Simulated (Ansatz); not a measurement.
# CH₂BF₃O₂Se: up Jacob's ladder to CCSD(T)

Aim: compute CH₂BF₃O₂Se with functionals from several rungs and with coupled cluster, and see how far each lands from CCSD(T) at the basis-set limit for the atomisation energy.

The runs use Ansatz 0.2.0, Gaussian basis; functionals in def2-TZVPP, the program's frozen cores in correlated methods.

Plan: PBE-D4, r2SCAN-D4, PBE0-D4, B3LYP-D4, ωB97X-V, ωB97M-V, B2PLYP; CCSD(T)/def2-TZVPP; MP2/def2-QZVPP; extrapolation to the limit.

## 1. The relaxed structure

The geometry comes from an earlier relaxation with PBE0-D4 in a triple-zeta def2 set; it is a stationary point, not always the lowest conformer.

SMILES `OB(O)[Se]C(F)(F)F`, 10 atoms, charge 0, spin multiplicity 1.

Atoms are counted from 1 here; the program's logs count them from 0.

Bond lengths: O1–B2 1.352 Å, O1–H9 0.960 Å, B2–O3 1.352 Å, B2–Se4 1.986 Å, O3–H10 0.963 Å, Se4–C5 1.955 Å, C5–F6 1.327 Å, C5–F7 1.334 Å, C5–F8 1.349 Å. Angles: B2–O1–H9 116.1°, O1–B2–O3 121.1°, O1–B2–Se4 126.1°, O3–B2–Se4 112.7°, B2–O3–H10 112.5°, B2–Se4–C5 98.3°, Se4–C5–F6 109.3°, Se4–C5–F7 112.8°, Se4–C5–F8 112.7°, F6–C5–F7 108.0°, F6–C5–F8 107.5°, F7–C5–F8 106.2°.

Geometry (Å):

```mol
CH2BF3O2Se
  3D, bonds by distance, orders not assigned

 10  9  0  0  0  0  0  0  0  0999 V2000
    1.3302    0.2406    0.8971 O   0  0
    0.1623    0.9194    0.8551 B   0  0
   -0.0065    2.0632    1.5562 O   0  0
   -1.4607    0.3963   -0.1633 Se  0  0
   -0.6756   -1.0470   -1.2222 C   0  0
   -1.6411   -1.7012   -1.8547 F   0  0
    0.1907   -0.6070   -2.1356 F   0  0
   -0.0057   -1.9422   -0.4682 F   0  0
    1.3420   -0.6077    0.4479 H   0  0
    0.7644    2.2857    2.0877 H   0  0
  1  2  8  0
  2  3  8  0
  2  4  8  0
  4  5  8  0
  5  6  8  0
  5  7  8  0
  5  8  8  0
  1  9  8  0
  3 10  8  0
M  END
```

## 2. PBE-D4 (GGA)

in.yaml reads:

```yaml
crystal:
  periodic: [false, false, false]
  atoms:
    - {symbol: O, position_ang: [1.330242, 0.240573, 0.897100]}
    - {symbol: B, position_ang: [0.162302, 0.919443, 0.855111]}
    - {symbol: O, position_ang: [-0.006530, 2.063151, 1.556174]}
    - {symbol: Se, position_ang: [-1.460668, 0.396252, -0.163276]}
    - {symbol: C, position_ang: [-0.675637, -1.047043, -1.222248]}
    - {symbol: F, position_ang: [-1.641082, -1.701193, -1.854669]}
    - {symbol: F, position_ang: [0.190666, -0.606965, -2.135585]}
    - {symbol: F, position_ang: [-0.005710, -1.942167, -0.468208]}
    - {symbol: H, position_ang: [1.342016, -0.607746, 0.447895]}
    - {symbol: H, position_ang: [0.764422, 2.285684, 2.087706]}
basis:
  gaussian: {orbitals: def2-TZVPP}
hamiltonian: {xc: pbe, dispersion: d4}
output: {forces: true, orbitals: {seedname: orbitals}}
```

Launch:

```
$ ansatz run in.yaml --threads 2 --pin off --events-out ev --progress --plain --max-ram 22528MiB --backend cuda --devices 0, --max-vram 18GiB
```

The runs that follow: r2SCAN-D4 (meta-GGA); PBE0-D4 (hybrid); B3LYP-D4 (hybrid); ωB97X-V (range-separated); ωB97M-V (range-separated); B2PLYP (double hybrid); CCSD(T) in def2-TZVPP; MP2 in def2-QZVPP.

**Question.** What will the summary of the whole plan be? Wanted: atomisation energy, CCSD(T)/CBS; farthest; mean size of error, hybrid; mean size of error, range-separated; gap, smallest and largest; T1 diagnostic; triples share of the correlation energy.

The runs gave:

| quantity | value |
| --- | --- |
| atomisation energy, CCSD(T)/CBS | 4099.4 kJ/mol |
| functionals within 41.0 kJ/mol (1.0 %) | PBE0-D4, B3LYP-D4, ωB97X-V, ωB97M-V |
| farthest | PBE-D4 (+183.6 kJ/mol) |
| mean size of error, hybrid | 22.1 kJ/mol |
| mean size of error, range-separated | 11.8 kJ/mol |
| gap, smallest and largest | 5.06 eV (PBE-D4), 11.77 eV (ωB97X-V) |
| T1 diagnostic | 0.0122 |
| triples share of the correlation energy | 3.5 % |

In words: PBE-D4 misses by +183.6 kJ/mol. Double hybrids carry the basis error of their MP2 part in triple zeta, and no dispersion term here, so their miss is partly the set-up's. The reference freezes the cores and leaves out relativity and excitations past (T), and its outer-core shells are covered unevenly, so misses under about 41.0 kJ/mol can't be ranked. All levels share the lack of spin-orbit coupling, which lowers the free heavy atoms and so the true binding. Hartree-Fock recovers 67 % of the binding; the rest is correlation. Orbital gaps span 5.1 to 11.8 eV; exact exchange widens them. Correlated methods include outer-core shells of Se, which these sets cover unevenly.
